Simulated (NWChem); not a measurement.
**C4H4Si (SMILES C#C[SiH2]C#C) at 4 levels**

We compute a comparison of 4 runs (HF/def2-SVP, M06-2X/3-21G, CAM-B3LYP/def2-SVP, PBE0/def2-SVP) of C4H4Si. 

Program for the calculation: NWChem 7.3.0.

### 1 The molecule

C4H4Si: 9 atoms, total charge 0, spin state singlet. SMILES: `C#C[SiH2]C#C`. Geometry: relaxed at PBE0-D4/def2-TZVP.

Bond lengths: C1–C2 1.205 Å, C2–Si3 1.821 Å, Si3–C4 1.821 Å, C4–C5 1.206 Å, C1–H6 1.066 Å, Si3–H7 1.481 Å, Si3–H8 1.481 Å, C5–H9 1.066 Å. Angles: C1–C2–Si3 179.3°, C2–Si3–C4 109.7°, Si3–C4–C5 179.3°, C2–C1–H6 179.8°, C2–Si3–H7 109.3°, C2–Si3–H8 109.3°, C4–Si3–H7 109.3°, C4–Si3–H8 109.3°, C4–C5–H9 179.8°, H7–Si3–H8 109.9°.

### 2 Energy and gradient at HF/def2-SVP (run 1)

Contents of run.py:

```python
from ase import Atoms
from ase.calculators.nwchem import NWChem

system = Atoms(['C', 'C', 'Si', 'C', 'C', 'H', 'H', 'H', 'H'], positions=[
    [1.986100, -0.068000, 1.693000],
    [1.245000, -0.318200, 0.775800],
    [0.139500, -0.713800, -0.616400],
    [-1.252900, 0.459600, -0.648400],
    [-2.180600, 1.228700, -0.681700],
    [2.639600, 0.155600, 2.505100],
    [0.896100, -0.611400, -1.885800],
    [-0.384600, -2.089300, -0.450100],
    [-2.999800, 1.910300, -0.708600],
])

calc = NWChem(
    label='c4h4si',
    theory='scf',
    memory='2200 mb',
    basis='def2-SVP',
    basispar='spherical bse',
    scf={'nopen': '0', 'rhf': None, 'thresh': '1e-08', 'maxiter': '80', 'print': 'low'},
)
system.calc = calc

forces = system.get_forces()
e = system.get_potential_energy()
print(f"E = {e:.6f} eV")
print("forces (eV/A):")
for s, f in zip(system.symbols, forces):
    print(f"{s:2s} {f[0]:10.5f} {f[1]:10.5f} {f[2]:10.5f}")
```

Launch:

```console
$ export ASE_NWCHEM_COMMAND="nwchem PREFIX.nwi > PREFIX.nwo"
$ python run.py
```

The log of the run:

```text
E = -12038.712499 eV
forces (eV/A):
C    -0.59053   -0.19659   -0.72680
C     0.98098    0.31074    1.19361
Si    0.10608   -0.58148   -0.50167
C    -1.22652    1.00242   -0.06166
C     0.74660   -0.61614    0.02916
H     0.01111    0.00365    0.01327
H    -0.06268   -0.03147    0.08917
H     0.05137    0.09534   -0.03430
H    -0.01646    0.01352   -0.00082
```

The calculator wrote c4h4si.nwi:

```
title "c4h4si"

permanent_dir c4h4si

scratch_dir c4h4si

start c4h4si

geometry units angstrom nocenter noautosym noautoz
  C  1.9861000000000000e+00 -6.8000000000000005e-02 1.6930000000000001e+00
  C  1.2450000000000001e+00 -3.1819999999999998e-01 7.7580000000000005e-01
  Si 1.3950000000000001e-01 -7.1379999999999999e-01 -6.1639999999999995e-01
  C  -1.2528999999999999e+00 4.5960000000000001e-01 -6.4839999999999998e-01
  C  -2.1806000000000001e+00 1.2286999999999999e+00 -6.8169999999999997e-01
  H  2.6396000000000002e+00 1.5559999999999999e-01 2.5051000000000001e+00
  H  8.9610000000000001e-01 -6.1140000000000005e-01 -1.8857999999999999e+00
  H  -3.8460000000000000e-01 -2.0893000000000002e+00 -4.5010000000000000e-01
  H  -2.9998000000000000e+00 1.9103000000000001e+00 -7.0860000000000001e-01
end

memory 2200 mb

basis spherical bse noprint
   * library def2-SVP
end

scf
  nopen 0
  rhf
  thresh 1e-08
  maxiter 80
  print low
end

task scf gradient
```

c4h4si.nwo:

```text
Northwest Computational Chemistry Package (NWChem) 7.3.0
             --------------------------------------------------------

           Job information
           ---------------

    nwchem branch   = 7.3.0
    use scalapack   = T
    input           = c4h4si.nwi
    prefix          = c4h4si.
    data base       = c4h4si/c4h4si.db
    status          = startup
    nproc           =        1

           Memory information
           ------------------

[... 5 lines left out ...]
    hardfail = no
[... 108 lines left out ...]
       Final RHF  results
[... 3 lines left out ...]
      One-electron energy =   -930.282711568127
[... 1 line left out ...]
 Nuclear repulsion energy =    162.997580502536
[... 3 lines left out ...]
                              NWChem Gradients Module
                              -----------------------

                         RHF ENERGY GRADIENTS

    atom               coordinates                        gradient
                 x          y          z           x          y          z
   1 C       3.753185  -0.128501   3.199306    0.011484   0.003823   0.014134
   2 C       2.352709  -0.601311   1.466049   -0.019077  -0.006043  -0.023212
   3 Si      0.263617  -1.348886  -1.164827   -0.002063   0.011308   0.009756
[... 5 lines of this table left out ...]
   9 H      -5.668800   3.609944  -1.339060    0.000320  -0.000263   0.000016

 Task  times  cpu:       12.3s     wall:       12.3s
 Total times  cpu:       12.4s     wall:       12.4s
```

Wall time 14 s (1 thread of Intel Xeon Platinum 8375C at 2.90GHz (Ice Lake), shared host); peak memory 0.1 GiB.

### 3 Energy and gradient at M06-2X/3-21G (run 2)

Contents of sp.nw:

```
start sp
title "C4H4Si"
memory total 2200 mb

geometry noautosym nocenter noautoz
  C     1.986100   -0.068000    1.693000
  C     1.245000   -0.318200    0.775800
  Si    0.139500   -0.713800   -0.616400
  C    -1.252900    0.459600   -0.648400
  C    -2.180600    1.228700   -0.681700
  H     2.639600    0.155600    2.505100
  H     0.896100   -0.611400   -1.885800
  H    -0.384600   -2.089300   -0.450100
  H    -2.999800    1.910300   -0.708600
end

basis spherical bse
  * library 3-21G
end

dft
  xc m06-2x
  grid xfine
  convergence energy 1e-08
  iterations 100
  mulliken
  print medium
end

task dft gradient
```

Launch:

```console
$ nwchem sp.nw > sp.out
```

The log of the run:

```text
[...]
          Wavefunction type:  closed shell.
          No. of atoms     :     9
          No. of electrons :    42
[...]
          Charge           :     0
          Spin multiplicity:     1
[...]
          AO basis - number of functions:    57
[...]
              XC Information
              --------------
                       M06-2X Method XC Functional
                     Hartree-Fock (Exact) Exchange  0.540
                        M06-2X Exchange Functional  1.000
                      M06-2X Correlation Potential  1.000
[...]
 d= 0,ls=0.0,diis     1   -441.6623674770 -6.05D+02  1.40D-02  2.96D-01     2.4
[...]
 d= 0,ls=0.0,diis     8   -441.7089130283  5.87D-09  2.96D-06  8.19D-08    17.5
         Total DFT energy =     -441.708913028279
      One electron energy =     -928.190951689660
           Coulomb energy =      367.222022369072
    Exchange-Corr. energy =      -43.737564210228
 Nuclear repulsion energy =      162.997580502537
[...]
      Total Density - Mulliken Population Analysis
     ---------------------------------------------
    Atom       Charge   Shell Charges
 -----------   ------   -------------------------------------------------------
    1 C    6     6.37   1.99  0.43  1.59  0.86  1.50
    2 C    6     6.35   1.99  0.41  1.58  0.80  1.58
    3 Si  14    12.90   2.00  1.97  5.86  0.74  1.62  0.33  0.39
    4 C    6     6.35   1.99  0.41  1.58  0.80  1.58
    5 C    6     6.37   1.99  0.43  1.59  0.86  1.50
    6 H    1     0.73   0.46  0.27
    7 H    1     1.10   0.43  0.66
    8 H    1     1.10   0.43  0.66
    9 H    1     0.73   0.46  0.27
[...]
  wavefunction    = closed shell
[...]
```

Wall time 23 s (1 thread of Intel Xeon Platinum 8375C at 2.90GHz (Ice Lake), shared host); peak memory 0.14 GiB.

Run 3 isn't shown in full; the table further down has it.

### 4 Energy and gradient at PBE0/def2-SVP (run 4)

Contents of work.nw:

```
start work
memory 2200 mb

geometry units angstroms noautosym nocenter noautoz
 C     1.986100   -0.068000    1.693000
 C     1.245000   -0.318200    0.775800
 Si    0.139500   -0.713800   -0.616400
 C    -1.252900    0.459600   -0.648400
 C    -2.180600    1.228700   -0.681700
 H     2.639600    0.155600    2.505100
 H     0.896100   -0.611400   -1.885800
 H    -0.384600   -2.089300   -0.450100
 H    -2.999800    1.910300   -0.708600
end

basis spherical bse
 * library def2-SVP
end

dft
 xc pbe0
 grid fine
 convergence energy 1e-08
 maxiter 100
 mulliken
end

task dft gradient
```

Launch:

```console
$ nwchem work.nw > work.out
```

The log of the run:

```text
[...]
          Wavefunction type:  closed shell.
          No. of atoms     :     9
          No. of electrons :    42
[...]
          Charge           :     0
          Spin multiplicity:     1
[...]
          AO basis - number of functions:    94
[...]
              XC Information
              --------------
                         PBE0 Method XC Functional
                     Hartree-Fock (Exact) Exchange  0.250
          PerdewBurkeErnzerhof Exchange Functional  0.750
            Perdew 1991 LDA Correlation Functional  1.000 local
           PerdewBurkeErnz. Correlation Functional  1.000 non-local
[...]
 d= 0,ls=0.0,diis     1   -443.6130087770 -6.07D+02  8.54D-03  3.84D-01     1.8
[...]
 d= 0,ls=0.0,diis    10   -443.6653478878 -1.41D-09  8.44D-08  3.72D-11    14.6
         Total DFT energy =     -443.665347887819
      One electron energy =     -931.017506954788
           Coulomb energy =      367.982337463587
    Exchange-Corr. energy =      -43.627758899154
 Nuclear repulsion energy =      162.997580502537
[...]
      Total Density - Mulliken Population Analysis
     ---------------------------------------------
    Atom       Charge   Shell Charges
 -----------   ------   -------------------------------------------------------
    1 C    6     6.23   1.99  0.91  0.58  1.99  0.73  0.02
    2 C    6     6.01   1.99  0.92  0.26  2.01  0.80  0.02
    3 Si  14    13.51   2.00  1.98  1.05  0.14  5.93  1.35  0.81  0.25
    4 C    6     6.01   1.99  0.92  0.26  2.01  0.80  0.02
    5 C    6     6.23   1.99  0.91  0.58  1.99  0.73  0.02
    6 H    1     0.96   0.74  0.19  0.03
    7 H    1     1.05   0.73  0.31  0.01
    8 H    1     1.05   0.73  0.31  0.01
    9 H    1     0.96   0.74  0.19  0.03
[...]
  wavefunction    = closed shell
[...]
```

Run time: 18 s. Hardware: 1 thread of Intel Xeon Platinum 8375C at 2.90GHz (Ice Lake), shared host; peak memory 0.12 GiB.

### 5 The series

| run | level | iteration cap | module | energy (Eh) | largest force (eV/Å) | wall time |
| --- | --- | --- | --- | --- | --- | --- |
| 1 | HF/def2-SVP | 80 | scf | -442.414528 | 1.585 | 14 s |
| 2 | M06-2X/3-21G | 100 | dft | -441.708913 | 0.697 | 23 s |
| 3 | CAM-B3LYP/def2-SVP | 100 | dft | -443.896445 | 0.380 | 54 s |
| 4 | PBE0/def2-SVP | 100 | dft | -443.665348 | 0.886 | 18 s |

### 6 What came out

| quantity | value |
| --- | --- |
| run 4: total energy | -443.66535 Eh |
| run 4: dipole moment | 0.60 D |
| run 4: HOMO energy | -8.17 eV |
| run 4: LUMO energy | -0.27 eV |
| run 4: HOMO–LUMO gap | 7.90 eV |
| run 4: largest force on an atom | 0.886 eV/Å |

In words: Over runs 2, 3, 4 the dipole moment (its size) runs from 0.43 D (M06-2X/3-21G) to 0.60 D (PBE0/def2-SVP). The two ends differ in method and basis. Over runs 2, 3, 4 the HOMO–LUMO gap runs from 7.90 eV (PBE0/def2-SVP) to 10.46 eV (M06-2X/3-21G). Totals of different functionals can't be ranked against each other. All runs together took 1.8 min, the longest 54 s.
